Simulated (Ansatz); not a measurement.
# Na3SrO4: a short molecular-dynamics run

What does Na3SrO4 do over 20 steps of 1 fs at constant energy, with velocities drawn for 1200 K? The cell is a randomly packed cell of 16 atoms, taken as it stands, without a relaxation.

All numbers below are computed with Ansatz 0.2.0 (DFT PBE, plane waves, PAW, scalar-relativistic, no spin polarisation).

## (1) The starting structure

The cell holds 16 atoms (Na6O8Sr2): a = 7.154 Å, b = 5.441 Å, c = 6.151 Å, α = 97.76°, β = 94.65°, γ = 89.35°.

Structure file:

```xyz
16
Lattice="7.1526 -0.1036 -0.0992 0.1371 5.4334 -0.2517 -0.4220 -0.5381 6.1125" Properties=species:S:1:pos:R:3 pbc="T T T"
Sr    1.2162    4.5231    0.4021
Sr    5.9310    2.3771    0.8159
Na    1.5594    3.2529    3.1503
Na    4.2426    4.8920    0.5806
Na    2.9254    2.0643    0.9300
Na    0.5184    1.3191    4.9887
Na    5.0497    4.0287    3.2219
Na    2.9634    0.7149    3.4726
O     3.2048    3.9574    4.5437
O     2.2281   -0.1053    5.4610
O     6.3102    0.0909    1.5937
O     4.9421    0.0645    5.3227
O     5.7235    3.9883    5.3939
O     6.5770    0.1222    3.2361
O     0.1099    4.6027    4.2529
O     0.8539    1.3626    1.5130
```

## (2) Dynamics

Input file input.yaml:

```yaml
crystal:
  lattice:
    - [7.152566, -0.103637, -0.099238]
    - [0.137117, 5.433387, -0.251722]
    - [-0.421971, -0.5381, 6.112503]
  atoms:
    - { symbol: Sr, position: [0.159906, 0.845739, 0.103202] }
    - { symbol: Sr, position: [0.830012, 0.469808, 0.1663] }
    - { symbol: Na, position: [0.237655, 0.657318, 0.546318] }
    - { symbol: Na, position: [0.583831, 0.925616, 0.142583] }
    - { symbol: Na, position: [0.411588, 0.405165, 0.175512] }
    - { symbol: Na, position: [0.115252, 0.327317, 0.831504] }
    - { symbol: Na, position: [0.724193, 0.811955, 0.572294] }
    - { symbol: Na, position: [0.444936, 0.197848, 0.583481] }
    - { symbol: O, position: [0.478722, 0.815195, 0.784692] }
    - { symbol: O, position: [0.363278, 0.076934, 0.902481] }
    - { symbol: O, position: [0.89745, 0.061354, 0.27783] }
    - { symbol: O, position: [0.741128, 0.113902, 0.887516] }
    - { symbol: O, position: [0.83897, 0.842214, 0.930743] }
    - { symbol: O, position: [0.950087, 0.094956, 0.548762] }
    - { symbol: O, position: [0.041041, 0.920616, 0.734343] }
    - { symbol: O, position: [0.129438, 0.27912, 0.261121] }
kpoints:
  mp_grid: { grid: [2, 3, 3] }
magnetization:
  spin_polarized: false
scf:
  occupations: { method: gaussian, width: 0.1 }
hamiltonian:
  pseudopotentials: { kind: paw }
  xc: pbe
basis:
  ecutwfc: 420
md:
  timestep: 1.0
  n_steps: 20
  ensemble: nve
  temperature: 1200.0
  initial_velocities: maxwell_boltzmann
  seed: 675032
```

Launch:

```bash
$ ansatz run input.yaml --threads 2 --pin off --max-ram 2560MiB --backend cpu --events-out ev --progress --plain --runs-dir out
```

Q: Predict the outcome of this session. Wanted: temperature, first and last step; temperature, second half; potential energy, second half; largest change of the total energy; mean square displacement, second half.

The runs gave:

| quantity | value |
| --- | --- |
| length | 20 steps of 1 fs |
| temperature, first and last step | 1200 and 2969 K |
| temperature, second half | mean 2467 K, from 1842 to 2969 K |
| potential energy, second half | -154 meV/atom from the start |
| largest change of the total energy | 0.25 meV/atom |
| mean square displacement, second half | O 0.072, Na 0.026, Sr 0.003 Å² |

The temperature starts at 1200 K and averages 2467 K in the second half, where it still rises, from 1842 to 2969 K; the start was no minimum (force components up to 3.3 eV/Å), and the potential energy that it sheds (154 meV/atom) turns into motion. The total energy strays from its start by at most 0.25 meV/atom, 0.1 % of the mean kinetic energy, which is good for a step of 1 fs. Over the second half O atoms stand 0.3 Å (root mean square) from where they began, and the farthest move is 0.5 Å. Averages from a run of 20 fs with 16 atoms are rough.
